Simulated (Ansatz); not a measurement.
# GaOSi: the cost of one run

Method: cc-pVTZ, core rule «outside noble gas», up to 20 orbitals frozen; program: Ansatz 0.2.0, Gaussian basis.

Plan: UHF; CCSD(T) on ROHF; CCSD(T) on UHF; BCCD(T) on ROHF; CCSDT(Q) on ROHF; CCSDT(Q) on UHF.

9 further runs of the same task are left out: 4 for a known fault of the program, 5 set aside as unsound or not needed.

## (1) What is computed

The geometry is a PBE0/def2-TZVP stationary point (not a proven minimum). No spin-orbit coupling is included. The filled d shell of Ga may be among the frozen orbitals whatever the setting's name suggests; the logs give the count.

3 atoms, charge 0, spin multiplicity 2.

Atoms are counted from 1 here; the program's logs count them from 0.

Bond lengths: O1–Ga2 1.656 Å, Ga2–Si3 2.416 Å. Angles: O1–Ga2–Si3 180.0°.

## (2) UHF

in.yaml reads:

```yaml
crystal:
  periodic: [false, false, false]
  atoms:
    - {symbol: O, position_ang: [0.000000, 0.000000, -1.909138]}
    - {symbol: Ga, position_ang: [0.000000, 0.000000, -0.253219]}
    - {symbol: Si, position_ang: [0.000000, 0.000000, 2.162356]}
basis:
  gaussian: {orbitals: cc-pVTZ}
magnetization: {spin_polarized: true, initial_magnetization: 1}
hamiltonian: {xc: hf}
output: {orbitals: {seedname: orbitals}}
```

Run with:

```
$ ansatz run in.yaml --threads 1 --pin off --events-out ev --progress --plain --max-ram 2816MiB --backend cpu
```

Q: Estimate wall time and peak memory on 1 thread of AMD EPYC 7R13, shared host.

About 30 s, with a peak of 0.33 GiB.
